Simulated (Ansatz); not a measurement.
# AlBGeH (doublet): wave-function methods side by side, cc-pVDZ

One table from this session's results is given with a row withheld; the runs are named, their logs left out.

Method: cc-pVDZ, core rule «outside noble gas», up to 20 orbitals frozen; program: Ansatz 0.2.0, Gaussian basis.

To be run: UHF; CCSD(T) on ROHF; CCSD(T) on UHF; BCCD(T) on ROHF; CISD; CCSDT(Q) on ROHF; CCSDT(Q) on UHF; CASSCF and MRCISD+Q, 9 electrons in 9 orbitals; CASSCF and NEVPT2, 9 electrons in 9 orbitals.

18 further runs of the same task are left out: 7 that didn't finish, 11 set aside as unsound or not needed.

**The geometry**

The geometry is a PBE0/def2-TZVP stationary point (not a proven minimum). No spin-orbit coupling is included. The filled d shell of Ge may be among the frozen orbitals whatever the setting's name suggests; the logs give the count.

4 atoms, charge 0, spin multiplicity 2.

Atoms are counted from 1 here; the program's logs count them from 0.

Bond lengths: Al1–Ge2 2.506 Å, Al1–B3 2.016 Å, Al1–H4 1.583 Å, Ge2–B3 1.894 Å. Angles: Ge2–Al1–B3 48.0°, Ge2–Al1–H4 155.3°, B3–Al1–H4 156.6°, Al1–Ge2–B3 52.3°, Al1–B3–Ge2 79.6°.

The first run:

Contents of in.yaml:

```yaml
crystal:
  periodic: [false, false, false]
  atoms:
    - {symbol: Al, position_ang: [0.000000, -0.151695, 1.750022]}
    - {symbol: Ge, position_ang: [0.000000, -0.134195, -0.755651]}
    - {symbol: B, position_ang: [0.000000, 1.356911, 0.412828]}
    - {symbol: H, position_ang: [0.000000, -0.822105, 3.183825]}
basis:
  gaussian: {orbitals: cc-pVDZ}
magnetization: {spin_polarized: true, initial_magnetization: 1}
hamiltonian: {xc: hf}
output: {orbitals: {seedname: orbitals}}
```

On the command line:

```bash
$ ansatz run in.yaml --threads 1 --pin off --events-out ev --progress --plain --max-ram 2393MiB
```

Among the steps run: UHF; CCSD(T) on ROHF; CCSD(T) on UHF; BCCD(T) on ROHF; CISD; CCSDT(Q) on ROHF; CCSDT(Q) on UHF; CASSCF and MRCISD+Q, 9 electrons in 9 orbitals; CASSCF and NEVPT2, 9 electrons in 9 orbitals.

One of the session's tables, all rows but one given; the rest of the session is left out.

| method | from RCCSDT(Q) (meV) |
| --- | --- |
| ROHF | +7388.9 |
| UHF | +7103.5 |
| RMP2 | +1174.2 |
| UMP2 | +1560.6 |
| CISD | +1317.6 |
| RCCSD | +560.2 |
| UCCSD | +561.5 |
| RCCSD(T) | +81.5 |
| UCCSD(T) | +114.4 |
| BCCD(T) | +76.6 |
| RCCSDT | +48.5 |
| UCCSDT | +47.2 |
| RCCSDT(Q) | 0 |
| UCCSDT(Q) | ? |
| CASSCF frontier | +4711.3 |
| NEVPT2 frontier | +1177.1 |
| MRCISD frontier | +515.5 |
| MRCISD+Q frontier | +57.5 |

**Question.** Estimate the row for UCCSDT(Q).

As computed: from RCCSDT(Q) (meV): -5.9. In the column «from RCCSDT(Q) (meV)» it is the lowest.

With the free atoms at the same levels and basis (separate runs), the atomisation energy is 8.166 eV at RCCSDT(Q), 8.113 eV at RCCSD(T), 8.070 eV at UCCSD(T), 5.540 eV at ROHF.

Limits of these values: Restricted and unrestricted rows rest on different reference determinants; where their highest levels disagree by more than a few hundredths of an eV, they describe different states and don't form one ladder.
